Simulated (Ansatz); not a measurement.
# C₂H₅ClFIn: basis-set convergence

An exercise on one series of results from a longer session: the logs are not shown, and one member is left open.

The runs use Ansatz 0.2.0, Gaussian basis; one geometry, several basis sets.

The runs, in order: PBE0-D4/def2-SVP; ωB97M-V/def2-SVP; PBE0-D4/def2-QZVPP; ωB97M-V/def2-QZVPP; the functionals' def2-TZVPP values are taken from earlier runs.

1 further run of the same task is left out (for a known fault of the program).

## The relaxed structure

The geometry comes from an earlier relaxation with PBE0-D4 in a triple-zeta def2 set; it is a stationary point, not always the lowest conformer. In takes the def2 core potential; no spin-orbit term is included.

10 atoms, charge 0, spin multiplicity 1.

Atoms are counted from 1 here; the program's logs count them from 0.

Bond lengths: C1–C2 1.520 Å, C1–H6 1.091 Å, C1–H7 1.094 Å, C1–H8 1.091 Å, C2–In3 2.141 Å, C2–H9 1.092 Å, C2–H10 1.092 Å, In3–F4 1.952 Å, In3–Cl5 2.319 Å. Angles: C2–C1–H6 112.1°, C2–C1–H7 110.3°, C2–C1–H8 112.1°, H6–C1–H7 107.5°, H6–C1–H8 107.2°, H7–C1–H8 107.5°, C1–C2–In3 113.7°, C1–C2–H9 112.2°, C1–C2–H10 112.1°, In3–C2–H9 105.7°, In3–C2–H10 105.7°, H9–C2–H10 106.8°, C2–In3–F4 120.2°, C2–In3–Cl5 130.9°, F4–In3–Cl5 108.8°.

As a file:

```xyz
10

C     0.2464   -1.0997    0.8786
C     0.5285    0.3293    0.4436
In   -0.6250    0.9588   -1.2472
F    -1.8929   -0.2676   -2.0829
Cl   -0.6761    2.9786   -2.3850
H    -0.7963   -1.2427    1.1675
H     0.8656   -1.3622    1.7420
H     0.4637   -1.8204    0.0883
H     1.5733    0.4750    0.1603
H     0.3129    1.0508    1.2348
```

The first run:

in.yaml

```yaml
crystal:
  periodic: [false, false, false]
  atoms:
    - {symbol: C, position_ang: [0.246416, -1.099739, 0.878638]}
    - {symbol: C, position_ang: [0.528487, 0.329305, 0.443571]}
    - {symbol: In, position_ang: [-0.625025, 0.958844, -1.247213]}
    - {symbol: F, position_ang: [-1.892896, -0.267648, -2.082878]}
    - {symbol: Cl, position_ang: [-0.676127, 2.978592, -2.385014]}
    - {symbol: H, position_ang: [-0.796326, -1.242661, 1.167541]}
    - {symbol: H, position_ang: [0.865580, -1.362175, 1.741976]}
    - {symbol: H, position_ang: [0.463724, -1.820387, 0.088294]}
    - {symbol: H, position_ang: [1.573310, 0.475036, 0.160298]}
    - {symbol: H, position_ang: [0.312866, 1.050833, 1.234786]}
basis:
  gaussian: {orbitals: def2-SVP}
hamiltonian: {xc: pbe0, dispersion: d4}
output: {orbitals: {seedname: orbitals}}
```

Started as:

```bash
$ ansatz run in.yaml --threads 4 --pin off --events-out ev --progress --plain --max-ram 10444MiB
```

Steps of the session up to this table: PBE0-D4 in def2-SVP; ωB97M-V in def2-SVP; PBE0-D4 in def2-QZVPP; ωB97M-V in def2-QZVPP.

One table of the session follows, with a row left open; its other results are not shown here.

It belongs to the step «Functionals by basis». 

```
functional       basis  HOMO (eV)  LUMO (eV)
   PBE0-D4    def2-SVP      -8.26      -1.40
   PBE0-D4  def2-TZVPP      -8.34      -1.60
   PBE0-D4  def2-QZVPP      -8.36      -1.67
   ωB97M-V    def2-SVP     -10.37       0.43
   ωB97M-V  def2-TZVPP          ?          ?
   ωB97M-V  def2-QZVPP     -10.50       0.00
```

Estimate the missing values for ωB97M-V, def2-TZVPP.

The run gave: HOMO (eV): -10.48; LUMO (eV): 0.16. In the column «HOMO (eV)» it lies between ωB97M-V, def2-QZVPP (-10.50) and ωB97M-V, def2-SVP (-10.37).
